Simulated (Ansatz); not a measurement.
# InH5O4: a ladder of functionals and wavefunction methods

How much do the methods differ for InH5O4? The plan is to run it at one geometry with functionals of several rungs and with coupled cluster. The yardstick is the atomisation energy at the CCSD(T) limit.

Method: functionals in def2-TZVPP, the program's frozen cores in correlated methods; program: Ansatz 0.2.0, Gaussian basis.

The runs, in order: LDA (SPW92), PBE-D4, revPBE-D4, BLYP-D4, r2SCAN-D4, B97M-V, PBE0-D4, B3LYP-D4, r2SCANh-D4, r2SCAN0-D4, HSE06-D4, BHLYP-D4, CAM-B3LYP-D4, LC-ωPBE, ωB97X-V, ωB97M-V, B2PLYP, PBE-QIDH; CCSD(T)/def2-SVP; CCSD(T)/def2-TZVPP; MP2/def2-QZVPP; extrapolation to the limit; RPA on PBE.

1 further run of the same task is left out (for a known fault of the program).

### Step 1. Structure used throughout

The geometry comes from an earlier relaxation with PBE0-D4 in a triple-zeta def2 set; it is a stationary point, not always the lowest conformer. In takes the def2 core potential; no spin-orbit term is included.

SMILES `[OH][In-]([OH])([OH])[OH2+]`, 10 atoms, charge 0, spin multiplicity 1.

Atoms are counted from 1 here; the program's logs count them from 0.

Bond lengths: O1–In2 1.978 Å, O1–H6 0.960 Å, In2–O3 2.008 Å, In2–O4 1.999 Å, In2–O5 2.316 Å, O3–H7 0.959 Å, O4–H8 0.959 Å, O5–H9 0.976 Å, O5–H10 0.964 Å. Angles: In2–O1–H6 112.2°, O1–In2–O3 119.7°, O1–In2–O4 124.2°, O1–In2–O5 112.7°, O3–In2–O4 114.4°, O3–In2–O5 76.2°, O4–In2–O5 91.5°, In2–O3–H7 114.8°, In2–O4–H8 114.4°, In2–O5–H9 88.4°, In2–O5–H10 106.8°, H9–O5–H10 106.6°.

### Step 2. LDA

This LDA is Slater exchange with PW92 correlation.

in.yaml

```yaml
crystal:
  periodic: [false, false, false]
  atoms:
    - {symbol: O, position_ang: [-1.783668, 0.529926, 1.506699]}
    - {symbol: In, position_ang: [-0.279270, -0.206444, 0.453865]}
    - {symbol: O, position_ang: [1.597705, -0.034286, 1.146109]}
    - {symbol: O, position_ang: [-0.489218, -1.501840, -1.054240]}
    - {symbol: O, position_ang: [0.683463, 1.365907, -0.947989]}
    - {symbol: H, position_ang: [-2.628268, 0.408511, 1.067174]}
    - {symbol: H, position_ang: [2.059106, -0.865944, 1.266210]}
    - {symbol: H, position_ang: [-1.356541, -1.907200, -1.110627]}
    - {symbol: H, position_ang: [1.536238, 1.199830, -0.503508]}
    - {symbol: H, position_ang: [0.743552, 0.960541, -1.820795]}
basis:
  gaussian: {orbitals: def2-TZVPP}
hamiltonian: {xc: lda}
output: {orbitals: {seedname: orbitals}}
```

Command:

```bash
$ ansatz run in.yaml --threads 4 --pin off --events-out ev --progress --plain --max-ram 10444MiB
```

After this run come: PBE-D4 (GGA); revPBE-D4 (GGA); BLYP-D4 (GGA); r2SCAN-D4 (meta-GGA); B97M-V (meta-GGA); PBE0-D4 (hybrid); B3LYP-D4 (hybrid); r2SCANh-D4 (hybrid); r2SCAN0-D4 (hybrid); HSE06-D4 (hybrid); BHLYP-D4 (hybrid); CAM-B3LYP-D4 (range-separated); LC-ωPBE (range-separated); ωB97X-V (range-separated); ωB97M-V (range-separated); B2PLYP (double hybrid); PBE-QIDH (double hybrid); CCSD(T) in def2-SVP; CCSD(T) in def2-TZVPP; MP2 in def2-QZVPP; RPA on PBE orbitals.

**Question.** What will the summary of the whole plan be? Wanted: atomisation energy, CCSD(T)/CBS; farthest beyond LDA; mean size of error, GGA; mean size of error, meta-GGA; mean size of error, hybrid; mean size of error, range-separated; mean size of error, double hybrid; gap, smallest and largest; T1 diagnostic.

As calculated:

```
                               quantity                                  value
        atomisation energy, CCSD(T)/CBS                              35.088 eV
    functionals within 0.351 eV (1.0 %)                                 PBE-D4
                    farthest beyond LDA                   BHLYP-D4 (-2.892 eV)
                mean size of error, GGA                               0.667 eV
           mean size of error, meta-GGA                               0.761 eV
             mean size of error, hybrid                               1.611 eV
    mean size of error, range-separated                               0.662 eV
      mean size of error, double hybrid                               1.284 eV
              gap, smallest and largest  4.20 eV (BLYP-D4), 11.94 eV (LC-ωPBE)
                          T1 diagnostic                                 0.0152
triples share of the correlation energy                                  3.4 %
```

What this shows: LDA overbinds by 5.547 eV (16 %). PBE-D4 misses by -0.020 eV. Double hybrids carry the basis error of their MP2 part in triple zeta, and no dispersion term here, so their miss is partly the set-up's. Taken by rung, range-separated functionals do best (0.662 eV on average) and hybrid ones worst beyond LDA (1.611 eV). The gap between the best rungs is small, so their order is not settled. The mean of the hybrids holds BHLYP, with half exact exchange. The reference freezes the cores and leaves out spin-orbit coupling and excitations past (T), and its outer-core shells are covered unevenly, so misses under about 0.351 eV can't be ranked. All levels share the lack of spin-orbit coupling, which lowers the free heavy atoms and so the true binding. Hartree-Fock recovers 62 % of the binding; the rest is correlation. CCSD(T) in def2-SVP is off by -3.401 eV, which most functionals beat. Orbital gaps span 4.2 to 11.9 eV; exact exchange widens them. Correlated methods include outer-core shells of In, which these sets cover unevenly.
